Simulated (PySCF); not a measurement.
**NbHClO2F (SMILES [O]=[Nb]([OH])([F])[Cl]): levels of theory compared**

Aim: a comparison of 3 runs (TPSSh/def2-TZVP, wB97X/def2-TZVP, CCSD(T)/def2-SVP) of NbHClO2F. Input form: a Python script.

The results are computed with PySCF 2.14.0.

## 1. Starting point

NbHClO2F has 6 atoms, charge 0, and is taken as a singlet. As SMILES, `[O]=[Nb]([OH])([F])[Cl]`. Geometry: relaxed at PBE0-D4/def2-TZVP. This is one conformer, not always the lowest.

Bond lengths: O1–Nb2 1.684 Å, Nb2–O3 1.874 Å, Nb2–F4 1.863 Å, Nb2–Cl5 2.296 Å, O3–H6 0.960 Å. Angles: O1–Nb2–O3 107.7°, O1–Nb2–F4 108.3°, O1–Nb2–Cl5 108.5°, O3–Nb2–F4 110.4°, O3–Nb2–Cl5 110.2°, F4–Nb2–Cl5 111.7°, Nb2–O3–H6 130.4°.

## 2. Energy and forces at TPSSh/def2-TZVP (core potential) (run 1)

File run.py:

```python
import pyscf.grad
from pyscf import gto, dft

mol = gto.M(
    atom='''
O     -1.513100    -0.185700     0.894700
Nb    -0.314600     0.041800    -0.266600
O      1.329400    -0.397000     0.519100
F     -0.669600    -1.089900    -1.703400
Cl    -0.326400     2.247900    -0.902100
H      1.536200    -0.681100     1.412100
''',
    basis='def2-tzvp',
    ecp={'Nb': 'def2-svp'},
    max_memory=1860,
    verbose=3,
)

myscf = dft.RKS(mol, xc='tpssh')
myscf.grids.level = 5
myscf.conv_tol = 1e-10
myscf.kernel()
if not myscf.converged:
    myscf = myscf.newton().run(myscf.mo_coeff, myscf.mo_occ)

e_final = myscf.e_tot
print('Final energy', e_final)
grad = myscf.Gradients().kernel()
myscf.analyze()
```

Launch:

```bash
$ OMP_NUM_THREADS=1 python run.py
```

The program printed:

```text
converged SCF energy = -768.466789684456
[... 21 lines left out ...]
MO #11  energy= -1.48580940363148  occ= 2
[... 14 lines left out ...]
MO #26  energy= -0.346521867643489 occ= 2
[... 14 lines left out ...]
MO #41  energy= 0.20375386556764   occ= 0
[... 14 lines left out ...]
MO #56  energy= 0.489938511191763  occ= 0
[... 14 lines left out ...]
MO #71  energy= 0.991568716985457  occ= 0
[... 14 lines left out ...]
MO #86  energy= 1.50570348655095   occ= 0
[... 14 lines left out ...]
MO #101 energy= 2.04474958977387   occ= 0
[... 14 lines left out ...]
MO #116 energy= 2.40847406360938   occ= 0
[... 14 lines left out ...]
MO #131 energy= 4.07778779087349   occ= 0
[... 14 lines left out ...]
MO #146 energy= 6.20181857628941   occ= 0
[... 14 lines left out ...]
MO #161 energy= 6.94855426389441   occ= 0
[... 14 lines left out ...]
MO #176 energy= 78.8885895720329   occ= 0
[... 7 lines left out ...]
Dipole moment(X, Y, Z, Debye):  2.00562, -0.66988,  1.22830
```

It took 5.6 min on 1 thread of Intel Xeon at 2.50GHz (Skylake/Cascade Lake), shared host; peak memory 2.4 GiB.

## 3. Energy and forces at wB97X/def2-TZVP (core potential) (run 2)

File calc.py:

```python
import pyscf.grad
from pyscf import gto, dft

mol = gto.M(
    atom='''
O   -1.513100  -0.185700   0.894700
Nb  -0.314600   0.041800  -0.266600
O    1.329400  -0.397000   0.519100
F   -0.669600  -1.089900  -1.703400
Cl  -0.326400   2.247900  -0.902100
H    1.536200  -0.681100   1.412100
''',
    max_memory=1860,
    ecp={'Nb': 'def2-svp'},
    basis='def2-tzvp',
    verbose=4,
)

mf = dft.RKS(mol)
mf.xc = 'wb97x'
mf.conv_tol = 1e-10
mf.grids.level = 5
mf.kernel()
if not mf.converged:
    mf = mf.newton().run(mf.mo_coeff, mf.mo_occ)

e_tot = mf.e_tot
print('E(%s) = %.9f' % ('WB97X', e_tot))
grad = mf.Gradients().kernel()
mf.analyze()
```

Launch:

```bash
$ OMP_NUM_THREADS=1 python calc.py
```

The program printed:

```text
PySCF version 2.14.0

[... 102 lines left out ...]
DFT Exchange-Correlation Energy =      -63.092992968276697
[... 17 lines left out ...]
MO #16  energy= -0.946591430222028 occ= 2
[... 15 lines left out ...]
MO #32  energy= 0.0478783887221589 occ= 0
[... 15 lines left out ...]
MO #48  energy= 0.421921752237779  occ= 0
[... 15 lines left out ...]
MO #64  energy= 0.825833950390007  occ= 0
[... 15 lines left out ...]
MO #80  energy= 1.26580866276427   occ= 0
[... 15 lines left out ...]
MO #96  energy= 1.99563531191506   occ= 0
[... 15 lines left out ...]
MO #112 energy= 2.36237221668605   occ= 0
[... 15 lines left out ...]
MO #128 energy= 3.73786634164841   occ= 0
[... 15 lines left out ...]
MO #144 energy= 5.56701616677492   occ= 0
[... 15 lines left out ...]
MO #160 energy= 6.98616000078253   occ= 0
[... 15 lines left out ...]
MO #176 energy= 78.9651871197007   occ= 0
[... 146 lines left out ...]
pop of  4 Cl 4px          0.00182
pop of  4 Cl 4py          0.00731
pop of  4 Cl 4pz          0.00312
pop of  4 Cl 5px          0.00019
pop of  4 Cl 5py          0.00524
pop of  4 Cl 5pz          0.00053
pop of  4 Cl 6px          0.00021
pop of  4 Cl 6py          0.00083
pop of  4 Cl 6pz          0.00031
pop of  4 Cl 3dxy         0.00537
pop of  4 Cl 3dyz         0.01800
pop of  4 Cl 3dz^2        0.00754
pop of  4 Cl 3dxz         0.00027
pop of  4 Cl 3dx2-y2      0.02372
pop of  4 Cl 4dxy         0.00148
pop of  4 Cl 4dyz         0.00635
pop of  4 Cl 4dz^2        0.00222
pop of  4 Cl 4dxz         0.00004
pop of  4 Cl 4dx2-y2      0.00729
pop of  4 Cl 4f-3         0.00280
pop of  4 Cl 4f-2         0.00008
pop of  4 Cl 4f-1         0.00145
pop of  4 Cl 4f+0         0.00104
pop of  4 Cl 4f+1         0.00006
pop of  4 Cl 4f+2         0.00213
pop of  4 Cl 4f+3         0.00086
pop of  5 H 1s            0.60906
pop of  5 H 2s            0.01116
pop of  5 H 3s            0.00740
pop of  5 H 2px           0.00158
pop of  5 H 2py           0.00123
pop of  5 H 2pz           0.00112
 ** Mulliken atomic charges  **
charge of    0O =     -1.13587
charge of    1Nb =      3.28714
charge of    2O =     -1.04844
charge of    3F =     -0.77054
charge of    4Cl =     -0.70075
charge of    5H =      0.36846
Dipole moment(X, Y, Z, Debye):  2.00743, -0.68877,  1.25771
```

Run time: 9.3 min. Hardware: 1 thread of Intel Xeon at 2.50GHz (Skylake/Cascade Lake), shared host; peak memory 2.4 GiB.

## 4. The energy at CCSD(T)/def2-SVP (core potential) (run 3)

File input.py:

```python
# [O]=[Nb]([OH])([F])[Cl]
from pyscf import gto, cc

mol = gto.M(
    atom='''
O       -1.513100      -0.185700       0.894700
Nb      -0.314600       0.041800      -0.266600
O        1.329400      -0.397000       0.519100
F       -0.669600      -1.089900      -1.703400
Cl      -0.326400       2.247900      -0.902100
H        1.536200      -0.681100       1.412100
''',
    basis='def2-svp',
    spin=0,
    charge=0,
    max_memory=1860,
    verbose=4,
    ecp={'Nb': 'def2-svp'},
)

mf = mol.RHF()
mf.conv_tol = 1e-10
mf.kernel()
if not mf.converged:
    mf = mf.newton().run(mf.mo_coeff, mf.mo_occ)

mycc = cc.CCSD(mf, frozen=8)
mycc.kernel()
e_t = mycc.ccsd_t()
energy = mycc.e_tot + e_t
print('Final energy', energy)
dip = mf.dip_moment()
pop, q = mf.mulliken_pop()
```

Launch:

```bash
$ OMP_NUM_THREADS=1 python input.py
```

The program printed:

```text
PySCF version 2.14.0

[... 68 lines left out ...]
converged SCF energy = -765.488183168115
[... 12 lines left out ...]
Init t2, MP2 energy = -766.530885550863  E_corr(MP2) -1.04270238274746
[... 17 lines left out ...]
CCSD converged
[... 2 lines left out ...]
Final energy -766.5472768160062
Dipole moment(X, Y, Z, Debye):  2.24574, -0.51961,  1.17074
[... 64 lines left out ...]
pop of  3 F 2py           1.10290
pop of  3 F 2pz           1.09299
pop of  3 F 3px           0.76361
pop of  3 F 3py           0.73994
pop of  3 F 3pz           0.72206
pop of  3 F 3dxy          0.00048
pop of  3 F 3dyz          0.00143
pop of  3 F 3dz^2         0.00114
pop of  3 F 3dxz          0.00074
pop of  3 F 3dx2-y2       0.00054
pop of  4 Cl 1s           1.99946
pop of  4 Cl 2s           1.99152
pop of  4 Cl 3s           1.20398
pop of  4 Cl 4s           0.75605
pop of  4 Cl 2px          1.98121
pop of  4 Cl 2py          1.97968
pop of  4 Cl 2pz          1.98094
pop of  4 Cl 3px          0.71633
pop of  4 Cl 3py          0.66803
pop of  4 Cl 3pz          0.70634
pop of  4 Cl 4px          1.16390
pop of  4 Cl 4py          1.02762
pop of  4 Cl 4pz          1.14718
pop of  4 Cl 3dxy         0.00354
pop of  4 Cl 3dyz         0.00480
pop of  4 Cl 3dz^2        0.00219
pop of  4 Cl 3dxz         0.00029
pop of  4 Cl 3dx2-y2      0.00639
pop of  5 H 1s            0.63948
pop of  5 H 2s            0.02438
pop of  5 H 2px           0.01563
pop of  5 H 2py           0.01662
pop of  5 H 2pz           0.03794
 ** Mulliken atomic charges  **
charge of    0O =     -0.49137
charge of    1Nb =      1.68240
charge of    2O =     -0.60801
charge of    3F =     -0.50952
charge of    4Cl =     -0.33946
charge of    5H =      0.26596
```

It took 2.6 min on 1 thread of Intel Xeon at 2.50GHz (Skylake/Cascade Lake), shared host; peak memory 0.7 GiB.

## 5. The series

```
run                              level      task  integration grid  energy (Eh)  dipole moment (D) of the reference  HOMO energy (eV)  LUMO energy (eV)  wall time
  1   TPSSh/def2-TZVP (core potential)  gradient                 5  -768.466790                                2.45             -8.74             -2.59    5.6 min
  2   wB97X/def2-TZVP (core potential)  gradient                 5  -768.391227                                2.47            -11.96             -0.07    9.3 min
  3  CCSD(T)/def2-SVP (core potential)    energy                 –  -766.547277                                2.59            -13.04              1.42    2.6 min
```

## 6. Results

| quantity | value |
| --- | --- |
| run 3: total energy | -766.54728 Eh |
| run 3: dipole moment (Hartree–Fock density) | 2.59 D |
| run 3: HOMO energy (Hartree–Fock orbitals) | -13.04 eV |
| run 3: LUMO energy (Hartree–Fock orbitals) | 1.42 eV |
| run 3: HOMO–LUMO gap (Hartree–Fock orbitals) | 14.46 eV |
| run 3: correlation energy (8 core orbitals frozen) | -1059.1 mEh |
| run 3: (T) correction | -41.24 mEh |
| run 3: T1 diagnostic | 0.022 |

Totals of different functionals can't be ranked against each other. All runs together took 17 min, the longest 9.3 min.
